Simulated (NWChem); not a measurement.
# One shape, several levels: SiPH4Br (SMILES P[SiH2]Br)

Wanted: a comparison of 4 runs (HF/STO-3G, HF/3-21G, B3LYP/6-31G*) of SiPH4Br. 

The calculation is run with NWChem 7.3.0.

## (1) Starting point

The species is SiPH4Br (7 atoms), meant as a singlet with charge 0. As SMILES, `P[SiH2]Br`. Geometry: relaxed at GFN2-xTB. This is one conformer, not always the lowest.

Bond lengths: P1–Si2 2.234 Å, Si2–Br3 2.223 Å, P1–H4 1.384 Å, P1–H5 1.384 Å, Si2–H6 1.456 Å, Si2–H7 1.456 Å. Angles: P1–Si2–Br3 114.0°, P1–Si2–H6 110.2°, P1–Si2–H7 110.3°, Br3–Si2–H6 104.1°, Br3–Si2–H7 104.2°, Si2–P1–H4 95.4°, Si2–P1–H5 95.5°, H6–Si2–H7 113.8°, H4–P1–H5 92.4°.

## (2) Energy and forces at HF/STO-3G (run 1)

Contents of m1.nw:

```
start m1
memory 2200 mb
geometry noautosym nocenter noautoz
 P     -0.611340     0.534810    -1.333480
 Si     0.744030    -0.113300     0.320510
 Br    -0.320400    -0.857900     2.124930
 H     -1.415690    -0.590940    -1.290380
 H     -1.473530     1.253300    -0.523190
 H      1.520650     1.018350     0.807460
 H      1.556290    -1.244320    -0.105840
end
basis spherical bse
 P library STO-3G
 Si library STO-3G
 Br library STO-3G
 H library STO-3G
end
scf
 thresh 1e-08
 maxiter 80
end
task scf gradient
```

Launch:

```sh
$ nwchem m1.nw > m1.out
```

The program printed:

```text
[...]
  functions       =    40
[...]
  wavefunction    = RHF
[...]
         Total SCF energy =  -3169.567711566846
      One-electron energy =  -5025.565028482119
      Two-electron energy =   1559.110351438347
 Nuclear repulsion energy =    296.886965476927
        Time for solution =      4.1s
[...]
                         RHF ENERGY GRADIENTS
    atom               coordinates                        gradient
                 x          y          z           x          y          z
   1 P      -1.155265   1.010644  -2.519912   -0.001593   0.005832  -0.013715
   2 Si      1.406013  -0.214106   0.605676   -0.000339  -0.000753   0.001319
   3 Br     -0.605468  -1.621196   4.015535    0.001495  -0.000932   0.002448
   4 H      -2.675266  -1.116715  -2.438465   -0.003486  -0.000832   0.001642
   5 H      -2.784568   2.368394  -0.988686   -0.003594  -0.000779   0.001605
   6 H       2.873612   1.924402   1.525878    0.003488   0.015465   0.010057
   7 H       2.940962  -2.351424  -0.200009    0.004029  -0.018002  -0.003357
[...]
```

It took 6.9 s on 1 thread of Intel Xeon Platinum 8488C (Sapphire Rapids), shared host; peak memory 0.1 GiB.

## (3) Energy and gradient at HF/3-21G (run 2)

Contents of test.xyz:

```xyz
7
BrH4PSi
P     -0.611340     0.534810    -1.333480
Si     0.744030    -0.113300     0.320510
Br    -0.320400    -0.857900     2.124930
H     -1.415690    -0.590940    -1.290380
H     -1.473530     1.253300    -0.523190
H      1.520650     1.018350     0.807460
H      1.556290    -1.244320    -0.105840
```

Contents of test.nw:

```
start test
title "BrH4PSi"
memory 2200 mb

geometry units angstrom noautosym nocenter noautoz
 load test.xyz
end

basis spherical bse
 * library 3-21G
end

scf
 nopen 0
 rhf
 thresh 1e-08
 maxiter 80
 print low
end

task scf gradient
```

Launch:

```sh
$ nwchem test.nw > test.out
```

The program printed:

```text
[...]
  functions       =    56
[...]
  wavefunction    = RHF
[...]
         Total SCF energy =  -3188.771895043314
      One-electron energy =  -5033.856313125098
      Two-electron energy =   1548.197452604857
 Nuclear repulsion energy =    296.886965476927
        Time for solution =      5.3s
[...]
                         RHF ENERGY GRADIENTS
    atom               coordinates                        gradient
                 x          y          z           x          y          z
   1 P      -1.155265   1.010644  -2.519912   -0.001617  -0.007374   0.017988
   2 Si      1.406013  -0.214106   0.605676   -0.022255  -0.002548   0.004854
   3 Br     -0.605468  -1.621196   4.015535    0.021212   0.013053  -0.031428
   4 H      -2.675266  -1.116715  -2.438465    0.008290   0.014856   0.005434
   5 H      -2.784568   2.368394  -0.988686    0.009053  -0.013889  -0.006530
   6 H       2.873612   1.924402   1.525878   -0.007270  -0.006734   0.002891
   7 H       2.940962  -2.351424  -0.200009   -0.007412   0.002637   0.006790
 Task  times  cpu:        8.7s     wall:        8.7s
 Total times  cpu:        8.8s     wall:        8.8s
```

Run time: 9.6 s. Hardware: 1 thread of Intel Xeon Platinum 8488C (Sapphire Rapids), shared host; peak memory 0.099 GiB.

## (4) Energy and gradient at B3LYP/6-31G(d) (Cartesian functions) (run 3)

Contents of brh4psi.nw:

```
start brh4psi
memory 2200 mb

geometry units angstrom noautosym nocenter noautoz
P     -0.611340     0.534810    -1.333480
Si     0.744030    -0.113300     0.320510
Br    -0.320400    -0.857900     2.124930
H     -1.415690    -0.590940    -1.290380
H     -1.473530     1.253300    -0.523190
H      1.520650     1.018350     0.807460
H      1.556290    -1.244320    -0.105840
end

basis
P library 6-31G*
Si library 6-31G*
Br library 6-31G*
H library 6-31G*
end

dft
xc b3lyp
grid xfine
convergence energy 1e-08
iterations 100
mulliken
print low
end

task dft gradient
```

Launch:

```sh
$ nwchem brh4psi.nw > brh4psi.out
```

The program printed:

```text
[...]
 d= 0,ls=0.0,diis     1  -3207.1268428752 -3.50D+03  1.32D-02  1.57D+00     7.8
[...]
 d= 0,ls=0.0,diis     8  -3207.1749216827 -1.07D-09  2.48D-06  2.47D-08    47.3
         Total DFT energy =    -3207.174921682683
      One electron energy =    -5049.475015696046
           Coulomb energy =     1682.446395804852
    Exchange-Corr. energy =     -137.033267268415
 Nuclear repulsion energy =      296.886965476927
[...]
      Total Density - Mulliken Population Analysis
     ---------------------------------------------
    Atom       Charge   Shell Charges
 -----------   ------   -------------------------------------------------------
    1 P   15    15.13   2.00  1.99  5.97  1.26  2.47  0.54  0.83  0.07
    2 Si  14    13.66   2.00  1.99  5.96  1.07  1.90  0.24  0.34  0.16
    3 Br  35    35.25   2.00  1.99  6.00  1.93  5.99  1.61  3.86  0.38  1.41  7.02  2.95  0.12
    4 H    1     0.95   0.51  0.44
    5 H    1     0.95   0.51  0.44
    6 H    1     1.03   0.52  0.51
    7 H    1     1.03   0.52  0.51
[...]
                         DFT ENERGY GRADIENTS
    atom               coordinates                        gradient
                 x          y          z           x          y          z
   1 P      -1.155265   1.010644  -2.519912   -0.014262  -0.007163   0.016536
   2 Si      1.406013  -0.214106   0.605676    0.006706   0.001223  -0.003120
   3 Br     -0.605468  -1.621196   4.015535    0.007093   0.004562  -0.010947
   4 H      -2.675266  -1.116715  -2.438465    0.008212   0.015857   0.001079
   5 H      -2.784568   2.368394  -0.988686    0.008954  -0.011519  -0.010296
   6 H       2.873612   1.924402   1.525878   -0.008247  -0.007650   0.000831
   7 H       2.940962  -2.351424  -0.200009   -0.008456   0.004691   0.005918
 Task  times  cpu:       73.0s     wall:       73.0s
 Total times  cpu:       73.1s     wall:       73.1s
```

It took 74 s on 1 thread of Intel Xeon Platinum 8488C (Sapphire Rapids), shared host; peak memory 0.14 GiB.

## (5) Energy and gradient at B3LYP/6-31G(d) (spherical functions) (run 4)

Contents of geom.xyz:

```xyz
7

P     -0.611340     0.534810    -1.333480
Si     0.744030    -0.113300     0.320510
Br    -0.320400    -0.857900     2.124930
H     -1.415690    -0.590940    -1.290380
H     -1.473530     1.253300    -0.523190
H      1.520650     1.018350     0.807460
H      1.556290    -1.244320    -0.105840
```

Contents of run.py:

```python
from ase.io import read
from ase.calculators.nwchem import NWChem

system = read('geom.xyz')

calc = NWChem(
    label='geom',
    theory='dft',
    memory='2200 mb',
    basis='6-31G*',
    basispar='spherical bse',
    dft={'xc': 'b3lyp', 'mult': '1', 'grid': 'xfine', 'convergence': 'energy 1e-08', 'iterations': '100', 'mulliken': None},
)
system.calc = calc

forces = system.get_forces()
e = system.get_potential_energy()
print(f"E = {e:.6f} eV")
print("forces (eV/A):")
for s, f in zip(system.symbols, forces):
    print(f"{s:2s} {f[0]:10.5f} {f[1]:10.5f} {f[2]:10.5f}")
print("dipole (e A):", system.get_dipole_moment().round(4))
```

Launch:

```sh
$ export ASE_NWCHEM_COMMAND="nwchem PREFIX.nwi > PREFIX.nwo"
$ python run.py
```

The program printed:

```text
E = -87271.328348 eV
forces (eV/A):
P     0.73477    0.36777   -0.84872
Si   -0.35553   -0.06937    0.17612
Br   -0.35430   -0.22770    0.54631
H    -0.42310   -0.81453   -0.05579
H    -0.46120    0.59187    0.52862
H     0.42428    0.39415   -0.04211
H     0.43503   -0.24220   -0.30437
dipole (e A): [ 0.0488  0.0778 -0.199 ]
```

The calculator wrote geom.nwi:

```
title "geom"

permanent_dir geom

scratch_dir geom

start geom

geometry units angstrom nocenter noautosym noautoz
  P  -6.1133999999999999e-01 5.3481000000000001e-01 -1.3334800000000000e+00
  Si 7.4402999999999997e-01 -1.1330000000000000e-01 3.2051000000000002e-01
  Br -3.2040000000000002e-01 -8.5790000000000000e-01 2.1249300000000000e+00
  H  -1.4156899999999999e+00 -5.9094000000000002e-01 -1.2903800000000001e+00
  H  -1.4735300000000000e+00 1.2533000000000001e+00 -5.2319000000000004e-01
  H  1.5206500000000001e+00 1.0183500000000001e+00 8.0745999999999996e-01
  H  1.5562900000000000e+00 -1.2443200000000001e+00 -1.0584000000000000e-01
end

memory 2200 mb

basis spherical bse noprint
   * library 6-31G*
end

dft
  xc b3lyp
  mult 1
  grid xfine
  convergence energy 1e-08
  iterations 100
  mulliken
end

task dft gradient
```

geom.nwo (excerpt; [...] marks lines left out):

```text
[...]
         Total DFT energy =    -3207.162188275282
[...]
  wavefunction    = closed shell
                         DFT ENERGY GRADIENTS
    atom               coordinates                        gradient
                 x          y          z           x          y          z
   1 P      -1.155265   1.010644  -2.519912   -0.014289  -0.007152   0.016505
   2 Si      1.406013  -0.214106   0.605676    0.006914   0.001349  -0.003425
   3 Br     -0.605468  -1.621196   4.015535    0.006890   0.004428  -0.010624
   4 H      -2.675266  -1.116715  -2.438465    0.008228   0.015840   0.001085
   5 H      -2.784568   2.368394  -0.988686    0.008969  -0.011510  -0.010280
   6 H       2.873612   1.924402   1.525878   -0.008251  -0.007665   0.000819
   7 H       2.940962  -2.351424  -0.200009   -0.008460   0.004710   0.005919
[...]
```

Wall time 76 s (1 thread of Intel Xeon Platinum 8488C (Sapphire Rapids), shared host); peak memory 0.14 GiB.

## (6) All runs side by side

```
run                               level  Cartesian functions  iteration cap   energy (Eh)  largest force (eV/Å)  wall time
  1                           HF/STO-3G                   no             80  -3169.567712                 0.965      6.9 s
  2                            HF/3-21G                   no             80  -3188.771895                 2.062      9.6 s
  3  B3LYP/6-31G* (Cartesian functions)                  yes            100  -3207.174922                 1.182       74 s
  4  B3LYP/6-31G* (spherical functions)                   no            100  -3207.162188                 1.181       76 s
```

## (7) Summary of results

| quantity | value |
| --- | --- |
| run 4: total energy | -3207.16219 Eh |
| run 4: dipole moment | 1.05 D |
| run 4: HOMO energy | -7.34 eV |
| run 4: LUMO energy | -0.62 eV |
| run 4: HOMO–LUMO gap | 6.72 eV |
| run 4: largest force on an atom | 1.181 eV/Å |

**Reading.** In run 1 the basis is minimal, so the values are rough. All runs together took 2.8 min, the longest 76 s.
